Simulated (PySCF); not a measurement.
# C5H7FO3: the cost of one run

Computed with PySCF 2.14.0 and routines of our own; the level stands in each step. Atoms count from 0.

## (1) The starting structure

16 atoms, charge 0, multiplicity 1; geometry from: GFN2-xTB.

## (2) Magnetic properties: GIAO CAM-B3LYP/pcSseg-1

Job settings and geometry (Å):

```
{"job": {"kind": "mag", "xc": "CAM-B3LYP", "basis": "pcSseg-1", "isotopologues": 0}, "charge": 0, "multiplicity": 1}
C     -2.061557     0.695610     0.507020
C     -1.062034    -0.152322    -0.269706
C      0.240065    -0.318444     0.511581
O      0.895731     0.930364     0.678923
C      2.040000     0.966608    -0.006941
O      2.759565     1.897447    -0.096636
O      2.256561    -0.233010    -0.627578
C      1.304030    -1.150608    -0.234694
F      1.871153    -2.065967     0.612752
H     -1.627938     1.664953     0.735811
H     -2.962829     0.844955    -0.080526
H     -2.331998     0.207119     1.439565
H     -1.474183    -1.144302    -0.461716
H     -0.838868     0.323170    -1.227286
H      0.051577    -0.740899     1.504344
H      0.933125    -1.715730    -1.097268
```

Method: GIAO CAM-B3LYP/pcSseg-1 magnetisability, rotational g tensor and spin-rotation constants, non-relativistic, gas phase.

On the command line:

```
OMP_NUM_THREADS=1 python excited_run.py task.json out
```

One launch serves the whole session: the jobs run in the order shown.

**Question.** How long does this first job take on 1 thread of Arm Neoverse N1, shared host, and how much memory does it need?

About 80 s, with a peak of 1 GiB.
